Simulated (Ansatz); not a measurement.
# C5H12Si (vinyltrimethylsilane) at CCSD(T)/6-31G(d) (spherical functions)

Aim: the vertical singlet–triplet gap of C5H12Si (vinyltrimethylsilane) at CCSD(T)/6-31G* (spherical functions), from 2 runs. 

The calculation is run with Ansatz 0.2.0.

31 further runs of the same task are left out: 31 set aside as unsound or not needed.

### 1 The molecule

C5H12Si has 18 atoms, charge 0, and is taken as a singlet. As SMILES, `C=C[Si](C)(C)C`. Geometry: relaxed at PBE0-D4/def2-TZVP. This is one conformer, not always the lowest.

Some bond lengths: C1–C2 1.330 Å, C2–Si3 1.869 Å, Si3–C4 1.873 Å, Si3–C5 1.875 Å, Si3–C6 1.875 Å, C1–H7 1.087 Å, C1–H8 1.087 Å, C2–H9 1.091 Å, C4–H10 1.093 Å, C4–H11 1.093 Å, C4–H12 1.093 Å, C5–H13 1.093 Å, C5–H14 1.094 Å, C5–H15 1.093 Å, C6–H16 1.093 Å, C6–H17 1.093 Å. Some angles: C1–C2–Si3 124.8°, C2–Si3–C4 109.7°, C2–Si3–C5 108.9°, C2–Si3–C6 108.9°, C4–Si3–C5 110.1°, C4–Si3–C6 110.1°, C5–Si3–C6 109.2°, C1–C2–H9 117.2°, Si3–C2–H9 118.0°, C2–C1–H7 122.5°.

### 2 The energy at CCSD(T)/6-31G(d) (spherical functions)

job.yaml

```yaml
crystal:
  periodic: [false, false, false]
  atoms:
    - {symbol: C, position_ang: [-2.463470, -0.560850, 0.441110]}
    - {symbol: C, position_ang: [-1.600000, 0.041460, -0.372240]}
    - {symbol: Si, position_ang: [0.250010, 0.097990, -0.111240]}
    - {symbol: C, position_ang: [0.693770, -0.817270, 1.461280]}
    - {symbol: C, position_ang: [0.791320, 1.889350, 0.012330]}
    - {symbol: C, position_ang: [1.095130, -0.702450, -1.581740]}
    - {symbol: H, position_ang: [-3.533840, -0.570330, 0.252000]}
    - {symbol: H, position_ang: [-2.138230, -1.076560, 1.340760]}
    - {symbol: H, position_ang: [-2.008990, 0.536650, -1.254490]}
    - {symbol: H, position_ang: [0.218540, -0.365270, 2.335650]}
    - {symbol: H, position_ang: [1.775050, -0.792910, 1.621980]}
    - {symbol: H, position_ang: [0.389440, -1.865980, 1.413780]}
    - {symbol: H, position_ang: [0.321910, 2.383320, 0.866720]}
    - {symbol: H, position_ang: [1.875770, 1.963820, 0.132240]}
    - {symbol: H, position_ang: [0.516990, 2.446350, -0.887640]}
    - {symbol: H, position_ang: [0.807560, -1.752570, -1.676110]}
    - {symbol: H, position_ang: [0.825840, -0.197420, -2.513330]}
    - {symbol: H, position_ang: [2.183160, -0.657310, -1.481070]}
basis:
  gaussian:
    orbitals: 6-31G_st_-spherical.json
correlation:
  method: ccsd_t
  frozen_orbitals: {C: 1, H: 0, Si: 5}
accuracy: high
scf:
  omitted_lower_state_checks: [cluster_reference, increment]
```

The basis set 6-31G* is read from a file made from the Basis Set Exchange's data (not shown).

Started as:

```bash
$ ansatz run job.yaml --threads 1 --pin off --max-ram 3480MiB --events-out events.jsonl --progress --plain --runs-dir runs
```

Log, cut to the lines that bear on the results:

```text
Warning: RAYON_NUM_THREADS=1 ignored (pool sized by the plan → 1); use --threads N
Functional definition: HF
  name "HF"
[...]
2859 factors; integrals over basis functions are off by at most 4.2e-9 eV
[...]
mean field -13204.35280352 eV, -485.2510152977 hartree, gradient 5.1e-8 eV, S^2 0.000000; 0 other end points of the search recorded, 0 dependent functions left out
10 core orbitals not correlated: weight in the atoms' cores, before any rotation towards them, 1.000 or more for the frozen orbitals, at most 0.000 for the correlated occupied ones
reference -13204.35280352 eV, -485.2510152977 hartree; 18, 18 occupied and 84, 84 virtual orbitals, 2859 factors
second order -19.65749784 eV of doubles, -0.00000000 eV of singles
cycle   1  -21.00837670 eV  change    -1.4e0 eV  update   1.0e-1
[...]
cycle  20  -21.77050415 eV  change   -1.3e-9 eV  update   2.1e-9
perturbative correction -0.65739063 eV, -0.0241586599 hartree
Total energy: -13226.78069830 eV, -486.0752252286 hartree
Checks for a lower state left out: cluster_reference, increment
```

Run time: 43 s. Hardware: 1 thread of Intel Xeon 6975P-C (Granite Rapids), shared host; peak memory 1.1 GiB.

### 3 The triplet, same level

run.yaml

```yaml
crystal:
  periodic: [false, false, false]
  atoms:
    - {symbol: C, position_ang: [-2.463470, -0.560850, 0.441110]}
    - {symbol: C, position_ang: [-1.600000, 0.041460, -0.372240]}
    - {symbol: Si, position_ang: [0.250010, 0.097990, -0.111240]}
    - {symbol: C, position_ang: [0.693770, -0.817270, 1.461280]}
    - {symbol: C, position_ang: [0.791320, 1.889350, 0.012330]}
    - {symbol: C, position_ang: [1.095130, -0.702450, -1.581740]}
    - {symbol: H, position_ang: [-3.533840, -0.570330, 0.252000]}
    - {symbol: H, position_ang: [-2.138230, -1.076560, 1.340760]}
    - {symbol: H, position_ang: [-2.008990, 0.536650, -1.254490]}
    - {symbol: H, position_ang: [0.218540, -0.365270, 2.335650]}
    - {symbol: H, position_ang: [1.775050, -0.792910, 1.621980]}
    - {symbol: H, position_ang: [0.389440, -1.865980, 1.413780]}
    - {symbol: H, position_ang: [0.321910, 2.383320, 0.866720]}
    - {symbol: H, position_ang: [1.875770, 1.963820, 0.132240]}
    - {symbol: H, position_ang: [0.516990, 2.446350, -0.887640]}
    - {symbol: H, position_ang: [0.807560, -1.752570, -1.676110]}
    - {symbol: H, position_ang: [0.825840, -0.197420, -2.513330]}
    - {symbol: H, position_ang: [2.183160, -0.657310, -1.481070]}
basis:
  gaussian: {orbitals: 6-31G_st_-spherical.json}
magnetization: {spin_polarized: true, initial_magnetization: 2}
correlation: {method: ccsd_t, frozen_orbitals: {C: 1, H: 0, Si: 5}}
scf: {omitted_lower_state_checks: [cluster_reference, increment]}
accuracy: high
```

The basis set 6-31G* is read from a file made from the Basis Set Exchange's data (not shown).

Started as:

```bash
$ ansatz run run.yaml --threads 1 --pin off --max-ram 3480MiB --events-out events.jsonl --progress --plain --runs-dir runs
```

Log, cut to the lines that bear on the results:

```text
Warning: RAYON_NUM_THREADS=1 ignored (pool sized by the plan → 1); use --threads N
[... 2 set-up lines as earlier in the session ...]
[...]
2859 factors; integrals over basis functions are off by at most 4.2e-9 eV
[...]
mean field -13200.98498396 eV, -485.1272502114 hartree, gradient 2.0e-8 eV, S^2 2.019027; 0 other end points of the search recorded, 0 dependent functions left out
10 core orbitals not correlated: weight in the atoms' cores, before any rotation towards them, 1.000 or more for the frozen orbitals, at most 0.000 for the correlated occupied ones
reference -13200.98498396 eV, -485.1272502114 hartree; 19, 17 occupied and 83, 85 virtual orbitals, 2859 factors
second order -18.40417412 eV of doubles, -0.00000000 eV of singles
cycle   1  -20.00226989 eV  change    -1.6e0 eV  update   9.6e-2
[...]
cycle  24  -20.72251010 eV  change   4.6e-10 eV  update   3.8e-9
perturbative correction -0.53496515 eV, -0.0196596067 hartree
Total energy: -13222.24245921 eV, -485.9084480182 hartree
Checks for a lower state left out: cluster_reference, increment
```

Wall time 3 min (1 thread of Intel Xeon 6975P-C (Granite Rapids), shared host); peak memory 2.5 GiB.

### 4 Results

Level: CCSD(T)/6-31G* (spherical functions), 10 core orbitals frozen.

| quantity | value |
| --- | --- |
| singlet: total energy | -486.07523 Eh |
| singlet: correlation energy (10 core orbitals frozen) | -824.2 mEh |
| singlet: (T) correction | -24.16 mEh |
| singlet: T1 diagnostic | 0.010 |
| triplet: total energy | -485.90845 Eh |
| triplet: correlation energy (10 core orbitals frozen) | -781.2 mEh |
| triplet: (T) correction | -19.66 mEh |
| triplet: ⟨S²⟩ of the reference determinant | 2.019 |
| triplet: T1 diagnostic | 0.011 |
| vertical energy of the triplet above the singlet | 4.538 eV |

In words: At this shape the triplet lies 4.54 eV (438 kJ/mol) above the singlet. The triples (singlet) make up 2.9 % of the correlation energy. The triples (triplet) make up 2.5 % of the correlation energy.
